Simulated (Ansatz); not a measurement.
# C₂H₂F₆HfO: how energies converge with the basis set

One table from this session's results is given with a row withheld; the runs are named, their logs left out.

Computed with Ansatz 0.2.0, Gaussian basis. Level: one geometry, several basis sets.

The runs, in order: PBE0-D4/def2-SVP; ωB97M-V/def2-SVP; PBE0-D4/def2-QZVPP; ωB97M-V/def2-QZVPP; the functionals' def2-TZVPP values are taken from earlier runs.

### Structure used throughout

The geometry comes from an earlier relaxation with PBE0-D4 in a triple-zeta def2 set; it is a stationary point, not always the lowest conformer. Hf takes the def2 core potential; no spin-orbit term is included.

SMILES `FC(F)(F)C[O][Hf]([F])([F])[F]`, 12 atoms, charge 0, spin multiplicity 1.

Atoms are counted from 1 here; the program's logs count them from 0.

Bond lengths: F1–C2 1.336 Å, C2–F3 1.336 Å, C2–F4 1.336 Å, C2–C5 1.516 Å, C5–O6 1.378 Å, C5–H11 1.095 Å, C5–H12 1.095 Å, O6–Hf7 1.912 Å, Hf7–F8 1.903 Å, Hf7–F9 1.903 Å, Hf7–F10 1.905 Å. Angles: F1–C2–F3 108.1°, F1–C2–F4 107.4°, F1–C2–C5 111.6°, F3–C2–F4 108.1°, F3–C2–C5 109.9°, F4–C2–C5 111.6°, C2–C5–O6 110.8°, C2–C5–H11 107.5°, C2–C5–H12 107.5°, O6–C5–H11 111.1°, O6–C5–H12 111.1°, H11–C5–H12 108.7°, C5–O6–Hf7 172.5°, O6–Hf7–F8 110.4°, O6–Hf7–F9 110.4°, O6–Hf7–F10 108.6°, F8–Hf7–F9 109.4°, F8–Hf7–F10 109.0° and more.

The first run:

The input, in.yaml:

```yaml
crystal:
  periodic: [false, false, false]
  atoms:
    - {symbol: F, position_ang: [-0.709290, -0.136574, -2.084727]}
    - {symbol: C, position_ang: [-1.499795, -0.019585, -1.013941]}
    - {symbol: F, position_ang: [-2.664054, 0.499422, -1.413132]}
    - {symbol: F, position_ang: [-1.731693, -1.252007, -0.553038]}
    - {symbol: C, position_ang: [-0.876420, 0.866099, 0.047093]}
    - {symbol: O, position_ang: [0.327579, 0.347651, 0.472569]}
    - {symbol: Hf, position_ang: [1.957426, -0.556396, 0.899342]}
    - {symbol: F, position_ang: [1.593347, -2.305864, 1.553957]}
    - {symbol: F, position_ang: [3.070518, -0.677039, -0.639570]}
    - {symbol: F, position_ang: [2.866607, 0.434895, 2.247626]}
    - {symbol: H, position_ang: [-1.589219, 0.938731, 0.874690]}
    - {symbol: H, position_ang: [-0.745015, 1.860675, -0.390879]}
basis:
  gaussian: {orbitals: def2-SVP}
hamiltonian: {xc: pbe0, dispersion: d4}
output: {orbitals: {seedname: orbitals}}
```

Launch:

```sh
> ansatz run in.yaml --threads 2 --pin off --events-out ev --progress --plain --max-ram 22528MiB --backend cpu
```

Among the steps run: PBE0-D4 in def2-SVP; ωB97M-V in def2-SVP; PBE0-D4 in def2-QZVPP; ωB97M-V in def2-QZVPP.

One table of the session follows, with a row left open; its other results are not shown here.

It belongs to the step «Functionals by basis». 

| functional | basis | HOMO (eV) |
| --- | --- | --- |
| PBE0-D4 | def2-SVP | -9.61 |
| PBE0-D4 | def2-TZVPP | -9.68 |
| PBE0-D4 | def2-QZVPP | ? |
| ωB97M-V | def2-SVP | -12.00 |
| ωB97M-V | def2-TZVPP | -12.09 |
| ωB97M-V | def2-QZVPP | -12.12 |

Estimate the missing values for PBE0-D4, def2-QZVPP.

The run gave: HOMO (eV): -9.70. In the column «HOMO (eV)» it lies between ωB97M-V, def2-SVP (-12.00) and PBE0-D4, def2-TZVPP (-9.68).
